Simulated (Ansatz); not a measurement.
**CH6AlFSi: small, medium and large basis sets**

Aim: see how fast density functionals converge with the basis set for CH6AlFSi.

Program: Ansatz 0.2.0, Gaussian basis. Level of theory: one geometry, several basis sets. These are calculated values, not measurements.

Plan: PBE0-D4/def2-SVP; ωB97M-V/def2-SVP; PBE0-D4/def2-QZVPP; ωB97M-V/def2-QZVPP; the functionals' def2-TZVPP values are taken from earlier runs.

### Step 1. The relaxed structure

An earlier PBE0-D4 in a triple-zeta def2 set relaxation fixed the geometry.

SMILES `F[CH2][AlH][SiH3]`, 10 atoms, charge 0, spin multiplicity 1.

Atoms are counted from 1 here; the program's logs count them from 0.

Bond lengths: F1–C2 1.400 Å, C2–Al3 1.983 Å, C2–H5 1.098 Å, C2–H6 1.098 Å, Al3–Si4 2.454 Å, Al3–H7 1.592 Å, Si4–H8 1.490 Å, Si4–H9 1.491 Å, Si4–H10 1.491 Å. Angles: F1–C2–Al3 111.4°, F1–C2–H5 107.7°, F1–C2–H6 107.7°, Al3–C2–H5 112.0°, Al3–C2–H6 112.0°, H5–C2–H6 105.8°, C2–Al3–Si4 118.8°, C2–Al3–H7 116.8°, Si4–Al3–H7 124.5°, Al3–Si4–H8 112.8°, Al3–Si4–H9 110.5°, Al3–Si4–H10 110.5°, H8–Si4–H9 107.7°, H8–Si4–H10 107.7°, H9–Si4–H10 107.4°.

### Step 2. PBE0-D4 in def2-SVP

in.yaml reads:

```yaml
crystal:
  periodic: [false, false, false]
  atoms:
    - {symbol: F, position_ang: [-1.971299, 0.959453, 0.313885]}
    - {symbol: C, position_ang: [-0.796865, 1.704586, 0.154044]}
    - {symbol: Al, position_ang: [0.778076, 0.526699, -0.103603]}
    - {symbol: Si, position_ang: [0.447270, -1.904498, -0.103001]}
    - {symbol: H, position_ang: [-0.946441, 2.383992, -0.695898]}
    - {symbol: H, position_ang: [-0.688782, 2.349502, 1.036522]}
    - {symbol: H, position_ang: [2.185707, 1.243848, -0.298190]}
    - {symbol: H, position_ang: [1.714591, -2.659755, -0.311385]}
    - {symbol: H, position_ang: [-0.138442, -2.351515, 1.193154]}
    - {symbol: H, position_ang: [-0.500615, -2.303414, -1.182430]}
basis:
  gaussian: {orbitals: def2-SVP}
hamiltonian: {xc: pbe0, dispersion: d4}
output: {orbitals: {seedname: orbitals}}
```

Command:

```
ansatz run in.yaml --threads 2 --pin off --events-out ev --progress --plain --max-ram 4352MiB
```

Further steps of the session: ωB97M-V in def2-SVP; PBE0-D4 in def2-QZVPP; ωB97M-V in def2-QZVPP.

**Question.** What will the summary of the whole plan be? Wanted: PBE0-D4: double and triple zeta above quadruple; ωB97M-V: double and triple zeta above quadruple.

As calculated:

| quantity | value |
| --- | --- |
| PBE0-D4: double and triple zeta above quadruple | 10.39, 0.68 eV |
| ωB97M-V: double and triple zeta above quadruple | 10.54, 0.65 eV |

What this shows: PBE0-D4 gains 9.72 eV from double to triple zeta, then 0.68 eV more. Total energies overstate the basis error of differences, where much of it tends to cancel.
